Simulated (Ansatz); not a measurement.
What does this script print? It uses Ansatz 0.2.0, Python API.

The script, `md_fgeh.py`:
```python
"""Molecular dynamics of one FGeH molecule."""

import ansatz as az
from ase import Atoms
import numpy as np

atoms = Atoms(["F", "Ge", "H"], positions=[
    (0.67, 1.1407, 0.482),
    (-0.5644, 0.1308, -0.2918),
    (-0.1166, -1.3363, -0.2035),
])
mol = az.Crystal.molecule_from_ase(atoms)

model = (
    mol.calculation()
    .basis(gaussian="def2-SVP")
    .functional("hf")
    .md("nvt_nose_hoover", timestep=0.5, steps=40, temperature=300, initial_velocities="maxwell_boltzmann", seed=37, thermostat_time=10)
)
frames = []
out = model.session().plan().execute(on_event=lambda e: frames.append(e["data"]) if e["event"] == "md_step" else None)
print("t (fs)   E_pot (eV)      E_kin (eV)   T (K)   d(0-1) (A)")
for f in frames[::1]:
    xyz = np.array(f["positions_ang"])
    print(f"{f['time_fs']:6.2f} {f['lagrangian_ev']:14.5f} {f['e_kin_ev']:10.5f} {f['temperature_k']:8.1f} {np.linalg.norm(xyz[0] - xyz[1]):9.4f}")
kept = np.array([f["conserved_ev"] for f in frames])
print(f"conserved energy moves by at most {1000 * np.ptp(kept):.3f} meV")
```

Running `python md_fgeh.py` prints:
```text
t (fs)   E_pot (eV)      E_kin (eV)   T (K)   d(0-1) (A)
  0.00   -59185.70473    0.03878    300.0    1.7727
  0.50   -59185.69623    0.03027    234.2    1.7734
  1.00   -59185.69131    0.02535    196.1    1.7739
  1.50   -59185.68935    0.02340    181.0    1.7744
  2.00   -59185.68955    0.02367    183.1    1.7747
  2.50   -59185.69114    0.02539    196.4    1.7748
  3.00   -59185.69346    0.02791    215.9    1.7749
  3.50   -59185.69607    0.03082    238.4    1.7748
  4.00   -59185.69879    0.03391    262.4    1.7746
  4.50   -59185.70166    0.03723    288.1    1.7743
  5.00   -59185.70490    0.04100    317.2    1.7738
  5.50   -59185.70887    0.04555    352.4    1.7732
  6.00   -59185.71398    0.05128    396.7    1.7725
  6.50   -59185.72061    0.05854    452.9    1.7717
  7.00   -59185.72911    0.06760    523.0    1.7708
  7.50   -59185.73968    0.07856    607.8    1.7697
  8.00   -59185.75238    0.09127    706.1    1.7685
  8.50   -59185.76709    0.10530    814.6    1.7672
  9.00   -59185.78349    0.11988    927.4    1.7659
  9.50   -59185.80107    0.13392   1036.0    1.7644
 10.00   -59185.81917    0.14610   1130.3    1.7629
 10.50   -59185.83700    0.15502   1199.3    1.7613
 11.00   -59185.85374    0.15943   1233.4    1.7597
 11.50   -59185.86863    0.15853   1226.4    1.7581
 12.00   -59185.88106    0.15216   1177.2    1.7565
 12.50   -59185.89068    0.14095   1090.4    1.7550
 13.00   -59185.89739    0.12616    976.0    1.7535
 13.50   -59185.90140    0.10943    846.6    1.7521
 14.00   -59185.90310    0.09241    714.9    1.7507
 14.50   -59185.90299    0.07640    591.1    1.7495
 15.00   -59185.90163    0.06224    481.5    1.7483
 15.50   -59185.89953    0.05029    389.1    1.7472
 16.00   -59185.89709    0.04054    313.7    1.7461
 16.50   -59185.89464    0.03280    253.8    1.7452
 17.00   -59185.89238    0.02677    207.1    1.7443
 17.50   -59185.89041    0.02213    171.2    1.7434
 18.00   -59185.88876    0.01859    143.8    1.7426
 18.50   -59185.88741    0.01587    122.8    1.7418
 19.00   -59185.88627    0.01375    106.4    1.7410
 19.50   -59185.88526    0.01203     93.1    1.7403
 20.00   -59185.88429    0.01054     81.6    1.7396
conserved energy moves by at most 0.492 meV
```

Caveats:
- Total energies depend on the basis set; only differences at equal settings carry meaning.
- The trajectory is only some femtoseconds long, so its temperature is not equilibrated; where the script doesn't relax first, it starts from a rough generated geometry.
- The temperature counts the internal degrees of freedom alone.
- It ran for 16 s on 1 thread of Arm Neoverse V2, with other jobs on the host, peak memory 0.16 GiB.
